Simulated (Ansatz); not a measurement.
## Molecular dynamics of Mg

Input file:

```yaml
accuracy: low
crystal:
  lattice:
    - [10.08925, 0.0, 0.0]
    - [-5.044625, 8.737547, 0.0]
    - [0.0, 0.0, 10.923295]
  atoms:
    - { symbol: Mg, position: [-0.02409754, -0.07793389, -0.21093826] }
    - { symbol: Mg, position: [0.1184592, 0.16540402, 0.08264738] }
    - { symbol: Mg, position: [-0.11124926, -0.35985762, 0.71633959] }
    - { symbol: Mg, position: [-0.19662205, 0.07189084, 0.76852424] }
    - { symbol: Mg, position: [-0.01439006, 0.34105988, 0.02752311] }
    - { symbol: Mg, position: [0.20151459, 0.509083, 0.26264813] }
    - { symbol: Mg, position: [0.0802843, 0.22925671, 0.51893959] }
    - { symbol: Mg, position: [0.25997124, 0.81911452, 0.59707036] }
    - { symbol: Mg, position: [0.09707588, 0.64630651, -0.14649312] }
    - { symbol: Mg, position: [0.12215994, 0.7925492, 0.1358258] }
    - { symbol: Mg, position: [0.22383681, 0.93489719, 0.3588877] }
    - { symbol: Mg, position: [0.31265902, 1.07505583, 0.72478862] }
    - { symbol: Mg, position: [0.31278554, 0.10244113, 0.00887715] }
    - { symbol: Mg, position: [0.61810227, 0.42435914, 0.39649018] }
    - { symbol: Mg, position: [0.0473679, -0.03499231, 0.56346264] }
    - { symbol: Mg, position: [0.50194305, 0.41121924, 0.88320283] }
    - { symbol: Mg, position: [0.19420905, 0.2516482, -0.17559643] }
    - { symbol: Mg, position: [0.29248013, 0.45313785, 0.03503831] }
    - { symbol: Mg, position: [0.24372841, 0.25101301, 0.29321953] }
    - { symbol: Mg, position: [0.29315607, 0.49599037, 0.63456707] }
    - { symbol: Mg, position: [0.37647384, 0.76622905, 0.08892115] }
    - { symbol: Mg, position: [0.50610838, 1.10809063, 0.20505837] }
    - { symbol: Mg, position: [0.41381861, 0.57750211, 0.40565883] }
    - { symbol: Mg, position: [0.53635087, 0.89399116, 0.73723995] }
    - { symbol: Mg, position: [0.70082776, -0.01323601, 0.02320756] }
    - { symbol: Mg, position: [0.86335669, 0.11307798, 0.2526521] }
    - { symbol: Mg, position: [0.52341856, 0.08632094, 0.53141227] }
    - { symbol: Mg, position: [0.61745334, 0.23888111, 0.77378322] }
    - { symbol: Mg, position: [0.86081926, 0.47631876, 0.22349274] }
    - { symbol: Mg, position: [0.89328676, 0.72628389, 0.42107996] }
    - { symbol: Mg, position: [0.87135581, 0.42973345, 0.49610359] }
    - { symbol: Mg, position: [0.82299901, 0.57510213, 0.96986191] }
    - { symbol: Mg, position: [0.48382322, 0.37896724, 0.16838419] }
    - { symbol: Mg, position: [0.71303725, 0.71719947, 0.18810064] }
    - { symbol: Mg, position: [0.61628691, 0.73429092, 0.64199011] }
    - { symbol: Mg, position: [0.62720904, 0.68960455, 0.89802901] }
basis:
  ecutwfc: 150.0
kpoints:
  mp_grid: { grid: [1, 1, 1] }
hamiltonian:
  xc: pbesol
scf:
  occupations: { method: fermi_dirac, width: 0.16 }
  lower_state_search: "off"
  max_iter: 73
md:
  timestep: 2
  n_steps: 200
  ensemble: nvt_langevin
  temperature: 1080.0
  initial_velocities: maxwell_boltzmann
  seed: 362262
  friction: 0.02
```

Launched with:

```bash
$ ansatz run input.yaml --threads 4 --pin off --max-ram 10240MiB --backend cpu --events-out ev --progress --plain --runs-dir out
```

It goes on from the last frame of an earlier run, with new velocities.

Output, in part (step lines):

```
md step     0: t =     0.00 fs  T =  1050.0 K  F+E_penalty+E_count = -68240.02735768 eV  E_kin = 4.886028 eV  (12 SCF iters)
md step     1: t =     2.00 fs  T =  1036.9 K  F+E_penalty+E_count = -68239.96428922 eV  E_kin = 4.824851 eV  (9 SCF iters)
md step     2: t =     4.00 fs  T =  1144.9 K  F+E_penalty+E_count = -68240.01044646 eV  E_kin = 5.327749 eV  (9 SCF iters)
md step     3: t =     6.00 fs  T =  1056.2 K  F+E_penalty+E_count = -68240.15089607 eV  E_kin = 4.915028 eV  (9 SCF iters)
md step     4: t =     8.00 fs  T =  1181.5 K  F+E_penalty+E_count = -68240.38095651 eV  E_kin = 5.497733 eV  (9 SCF iters)
md step     5: t =    10.00 fs  T =  1163.6 K  F+E_penalty+E_count = -68240.65743624 eV  E_kin = 5.414508 eV  (8 SCF iters)
md step     6: t =    12.00 fs  T =  1199.3 K  F+E_penalty+E_count = -68240.98014361 eV  E_kin = 5.580796 eV  (8 SCF iters)
md step     7: t =    14.00 fs  T =  1326.8 K  F+E_penalty+E_count = -68241.39443154 eV  E_kin = 6.174144 eV  (8 SCF iters)
[... lines left out ...]
```

The steps, from the saved trajectory:

```csv
time (fs),T (K),potential energy less start (eV)
0.0,1050,0.000
12.0,1199,-0.953
24.0,1571,-3.357
36.0,1282,-3.751
48.0,1340,-3.890
60.0,1607,-4.367
72.0,1440,-4.499
84.0,1119,-4.088
96.0,1239,-4.088
108.0,1031,-4.117
120.0,1123,-4.178
132.0,1110,-4.155
144.0,1035,-4.436
156.0,933,-4.848
168.0,1057,-4.724
180.0,923,-4.381
192.0,794,-4.160
204.0,897,-4.407
216.0,808,-4.643
228.0,1005,-4.266
240.0,861,-4.554
252.0,888,-5.162
264.0,1045,-5.230
276.0,919,-4.640
288.0,997,-4.317
300.0,955,-4.125
312.0,916,-3.992
324.0,898,-3.825
336.0,951,-4.298
348.0,908,-4.763
360.0,982,-4.505
372.0,936,-4.424
384.0,1196,-4.318
396.0,1004,-4.425
```

All steps were run. The mean temperature of the second half is 13 % below the set value. A run of 0.4 ps of so small a system gives no equilibrium averages. The plane-wave cutoff is below what these datasets need, so energies and pressures aren't converged. Limits of this set-up: coarse k mesh, low accuracy level.

Mean squared displacements from the first frame to the last, about the centre of mass: Mg 1.13 Å².

Last frame:

```xyz
36
Lattice="10.0892 0.0000 0.0000 -5.0446 8.7375 0.0000 0.0000 0.0000 10.9233" Properties=species:S:1:pos:R:3
Mg 1.065 -1.087 -2.948
Mg -0.309 0.202 -0.278
Mg 0.385 -4.229 7.558
Mg -2.065 0.609 8.369
Mg -2.945 3.348 -0.300
Mg -0.545 4.330 3.111
Mg 0.260 3.151 5.381
Mg -1.799 6.726 6.516
Mg -2.035 5.766 -1.557
Mg -3.320 7.102 1.295
Mg -1.158 6.912 3.561
Mg -2.461 10.165 6.332
Mg 2.910 0.186 -1.460
Mg 4.014 3.438 3.679
Mg 0.007 0.394 5.758
Mg 2.995 3.326 9.307
Mg 0.503 1.906 -2.821
Mg 0.737 3.846 -0.307
Mg 1.847 0.890 3.226
Mg 1.594 4.571 7.131
Mg -0.167 6.677 1.022
Mg -0.630 9.905 1.675
Mg 2.388 5.893 4.815
Mg 0.323 7.505 8.335
Mg 6.854 0.091 1.645
Mg 8.805 0.336 3.357
Mg 5.632 -0.170 5.097
Mg 5.280 1.403 7.931
Mg 6.094 4.684 2.257
Mg 5.502 6.246 4.871
Mg 7.501 2.278 5.896
Mg 5.019 5.539 10.127
Mg 3.080 3.712 1.235
Mg 3.846 6.482 2.117
Mg 3.221 6.830 7.755
Mg 2.447 6.971 10.244
```

Time of the run: 3.6 min on 4 threads of Arm Neoverse V2, with other jobs on the host, peak memory 0.41 GiB.
